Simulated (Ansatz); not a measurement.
**CuPt7, 8 atoms: tuning a run for speed**

To be measured: the time of a single point at r2SCAN on CuPt7, and which launch flags, input keys and shares of the machine shorten it.

Program: Ansatz 0.2.0 (single point, r2SCAN, plane waves PAW). Host: AMD EPYC 7R13 (Zen 3), 96 cores, 96 hardware threads, 1656 GiB, 8 × H100 80GB HBM3, 81559 MiB; it was booked for these runs alone, one at a time. Each run is timed once from launch to exit, start-up included.

### 1 The job

The cell holds 8 atoms in 119 Å³.

### 2 First run

Input file input.yaml:

```yaml
crystal:
  lattice:
    - [0.000000, 3.906401, 3.906401]
    - [3.906401, 0.000000, 3.906401]
    - [3.906401, 3.906401, 0.000000]
  atoms:
    - { symbol: Cu, position: [0.500000, 0.500000, 0.500000] }
    - { symbol: Pt, position: [0.000000, 0.000000, 0.000000] }
    - { symbol: Pt, position: [0.000000, 0.500000, 0.000000] }
    - { symbol: Pt, position: [0.500000, 0.000000, 0.000000] }
    - { symbol: Pt, position: [0.000000, 0.500000, 0.500000] }
    - { symbol: Pt, position: [0.500000, 0.000000, 0.500000] }
    - { symbol: Pt, position: [0.000000, 0.000000, 0.500000] }
    - { symbol: Pt, position: [0.500000, 0.500000, 0.000000] }
kpoints:
  mp_grid: { grid: [18, 18, 18] }
basis: { ecutwfc: 400 }
hamiltonian:
  xc: r2scan
  pseudopotentials: { azcp: { folder: soft_1 } }
scf:
  occupations: { method: gaussian, width: 0.05 }
```

Command:

```console
ansatz run input.yaml --backend cuda --devices 1 --events-out ev --progress --plain --runs-dir out
```

### 3 Change: mixing anderson

input.yaml, as its differences from that of step 2:

```diff
@@ -22 +22,2 @@
   occupations: { method: gaussian, width: 0.05 }
+  mixing: { algorithm: anderson }
```

### 4 Change: mixing broyden

input.yaml, as its differences from that of step 3:

```diff
@@ -22,2 +22,2 @@
   occupations: { method: gaussian, width: 0.05 }
-  mixing: { algorithm: anderson }
+  mixing: { algorithm: broyden }
```

### 5 Change: mixing msr1

input.yaml, as its differences from that of step 4:

```diff
@@ -22,2 +22,2 @@
   occupations: { method: gaussian, width: 0.05 }
-  mixing: { algorithm: broyden }
+  mixing: { algorithm: msr1 }
```

(Steps that only read results are left out.)

**Question.** How long do these runs take on this host, and what pays? Wanted: reference; best change; worst change.

As calculated:

| quantity | value |
| --- | --- |
| reference | 3.7 s on 1 GPU, 48 threads |
| best change | none beyond the noise |
| worst change | mixing broyden: 1.1 times as slow |

**Reading.** Changes under about 9 % are taken as noise (0.3 s of jitter at start-up on so short a run). No change beats the defaults here. mixing broyden costs most. The figures hold for this build, input and host.
